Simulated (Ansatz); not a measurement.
# H14N2Si4Sn: a ladder of functionals and wavefunction methods

How much do the methods differ for H14N2Si4Sn? The plan is to run it at one geometry with functionals of several rungs and with coupled cluster. The yardstick is the atomisation energy at the CCSD(T) limit.

Method: functionals in def2-TZVPP, the program's frozen cores in correlated methods; program: Ansatz 0.2.0, Gaussian basis.

The runs, in order: LDA (SPW92), PBE-D4, revPBE-D4, BLYP-D4, r2SCAN-D4, B97M-V, PBE0-D4, B3LYP-D4, r2SCANh-D4, r2SCAN0-D4, HSE06-D4, BHLYP-D4, CAM-B3LYP-D4, LC-ωPBE, ωB97X-V, ωB97M-V, B2PLYP, PBE-QIDH; CCSD(T)/def2-SVP; CCSD(T)/def2-TZVPP; MP2/def2-QZVPP; extrapolation to the limit; RPA on PBE.

1 further run of the same task is left out (for a known fault of the program). Runs told in other sessions of the task aren't counted.

### Step 1. The relaxed structure

An earlier PBE0-D4 in a triple-zeta def2 set relaxation fixed the geometry. Sn takes the def2 core potential; no spin-orbit term is included.

SMILES `[SiH3][N]([SiH3])[SnH2][N]([SiH3])[SiH3]`, 21 atoms, charge 0, spin multiplicity 1.

Atoms are counted from 1 here; the program's logs count them from 0.

Bond lengths: Si1–N2 1.727 Å, Si1–H8 1.488 Å, Si1–H9 1.489 Å, Si1–H10 1.490 Å, N2–Si3 1.730 Å, N2–Sn4 2.034 Å, Si3–H11 1.490 Å, Si3–H12 1.488 Å, Si3–H13 1.489 Å, Sn4–N5 2.034 Å, Sn4–H14 1.701 Å, Sn4–H15 1.701 Å, N5–Si6 1.727 Å, N5–Si7 1.730 Å, Si6–H16 1.489 Å, Si6–H17 1.490 Å, Si6–H18 1.488 Å, Si7–H19 1.490 Å and more. Angles: N2–Si1–H8 109.9°, N2–Si1–H9 109.2°, N2–Si1–H10 112.5°, H8–Si1–H9 109.6°, H8–Si1–H10 107.7°, H9–Si1–H10 107.9°, Si1–N2–Si3 120.8°, Si1–N2–Sn4 121.8°, Si3–N2–Sn4 117.2°, N2–Si3–H11 108.0°, N2–Si3–H12 112.4°, N2–Si3–H13 111.0°, H11–Si3–H12 108.5°, H11–Si3–H13 109.0°, H12–Si3–H13 107.9°, N2–Sn4–N5 103.7°, N2–Sn4–H14 106.8°, N2–Sn4–H15 110.9° and more.

As a file:

```xyz
21
charge 0, multiplicity 1
Si    1.45752   -2.20846   -1.50213
N     0.27010   -0.97779   -1.26251
Si    0.25987    0.44606   -2.24491
Sn   -1.07589   -1.06792    0.26008
N    -0.66936    0.59181    1.36317
Si   -1.84049    1.83785    1.60412
Si    0.94859    0.77421    1.94827
H     1.80479   -2.83810   -0.19940
H     2.67693   -1.60074   -2.10296
H     0.98564   -3.28767   -2.41440
H    -1.01236    1.17628   -1.98460
H     1.39652    1.35545   -1.93675
H     0.33184    0.09744   -3.69064
H    -0.72778   -2.48091    1.14096
H    -2.66448   -0.89877   -0.32312
H    -1.15353    3.15793    1.65986
H    -2.60331    1.66630    2.87224
H    -2.81774    1.83236    0.48209
H     1.62642   -0.54901    1.85499
H     0.95141    1.22386    3.36768
H     1.73081    1.76051    1.15485
```

### Step 2. LDA

This LDA is Slater exchange with PW92 correlation.

The input, in.yaml:

```yaml
crystal:
  periodic: [false, false, false]
  atoms:
    - {symbol: Si, position_ang: [1.457518, -2.208456, -1.502132]}
    - {symbol: N, position_ang: [0.270105, -0.977794, -1.262509]}
    - {symbol: Si, position_ang: [0.259874, 0.446056, -2.244911]}
    - {symbol: Sn, position_ang: [-1.075889, -1.067924, 0.260081]}
    - {symbol: N, position_ang: [-0.669356, 0.591811, 1.363174]}
    - {symbol: Si, position_ang: [-1.840487, 1.837847, 1.604122]}
    - {symbol: Si, position_ang: [0.948590, 0.774213, 1.948272]}
    - {symbol: H, position_ang: [1.804787, -2.838100, -0.199401]}
    - {symbol: H, position_ang: [2.676926, -1.600744, -2.102960]}
    - {symbol: H, position_ang: [0.985637, -3.287669, -2.414400]}
    - {symbol: H, position_ang: [-1.012359, 1.176284, -1.984601]}
    - {symbol: H, position_ang: [1.396519, 1.355447, -1.936750]}
    - {symbol: H, position_ang: [0.331840, 0.097440, -3.690638]}
    - {symbol: H, position_ang: [-0.727784, -2.480914, 1.140958]}
    - {symbol: H, position_ang: [-2.664477, -0.898765, -0.323123]}
    - {symbol: H, position_ang: [-1.153529, 3.157929, 1.659859]}
    - {symbol: H, position_ang: [-2.603311, 1.666304, 2.872243]}
    - {symbol: H, position_ang: [-2.817739, 1.832364, 0.482088]}
    - {symbol: H, position_ang: [1.626420, -0.549007, 1.854995]}
    - {symbol: H, position_ang: [0.951409, 1.223865, 3.367684]}
    - {symbol: H, position_ang: [1.730806, 1.760511, 1.154851]}
basis:
  gaussian: {orbitals: def2-TZVPP}
hamiltonian: {xc: lda}
output: {orbitals: {seedname: orbitals}}
```

Command:

```sh
> ansatz run in.yaml --threads 4 --pin off --events-out ev --progress --plain --max-ram 41984MiB --backend cuda --devices 0, --max-vram 37GiB
```

The runs that follow: PBE-D4 (GGA); revPBE-D4 (GGA); BLYP-D4 (GGA); r2SCAN-D4 (meta-GGA); B97M-V (meta-GGA); B3LYP-D4 (hybrid); r2SCANh-D4 (hybrid); r2SCAN0-D4 (hybrid); HSE06-D4 (hybrid); BHLYP-D4 (hybrid); CAM-B3LYP-D4 (range-separated); LC-ωPBE (range-separated); ωB97X-V (range-separated); ωB97M-V (range-separated); B2PLYP (double hybrid); PBE-QIDH (double hybrid); CCSD(T) in def2-SVP; CCSD(T) in def2-TZVPP; MP2 in def2-QZVPP; RPA on PBE orbitals.

Before running them: what should the planned runs give, taken together? Wanted: atomisation energy, CCSD(T)/CBS; farthest beyond LDA; mean size of error, GGA; mean size of error, meta-GGA; mean size of error, hybrid; mean size of error, range-separated; mean size of error, double hybrid; gap, smallest and largest; T1 diagnostic.

**Answer**, as computed:

| quantity | value |
| --- | --- |
| atomisation energy, CCSD(T)/CBS | 66.563 eV |
| functionals within 0.666 eV (1.0 %) | B97M-V, B3LYP-D4, CAM-B3LYP-D4, ωB97X-V, ωB97M-V |
| farthest beyond LDA | revPBE-D4 (-2.255 eV) |
| mean size of error, GGA | 1.520 eV |
| mean size of error, meta-GGA | 0.477 eV |
| mean size of error, hybrid | 1.197 eV |
| mean size of error, range-separated | 0.552 eV |
| mean size of error, double hybrid | 1.579 eV |
| gap, smallest and largest | 4.37 eV (LDA (SPW92)), 11.52 eV (LC-ωPBE) |
| T1 diagnostic | 0.0129 |
| triples share of the correlation energy | 3.5 % |

In words: LDA overbinds by 6.666 eV (10 %). PBE-D4 misses by -1.240 eV. Double hybrids carry the basis error of their MP2 part in triple zeta, and no dispersion term here, so their miss is partly the set-up's. The rungs meta-GGA, range-separated miss on average by less than the doubt on the reference (0.666 eV), so they tie. The reference freezes the cores and leaves out spin-orbit coupling and excitations past (T), and its outer-core shells are covered unevenly, so misses under about 0.666 eV can't be ranked. All levels share the lack of spin-orbit coupling, which lowers the free heavy atoms and so the true binding. Hartree-Fock recovers 72 % of the binding; the rest is correlation. CCSD(T) in def2-SVP is off by -5.512 eV, which most functionals beat. Orbital gaps span 4.4 to 11.5 eV; exact exchange widens them. Correlated methods include outer-core shells of Sn, which these sets cover unevenly.
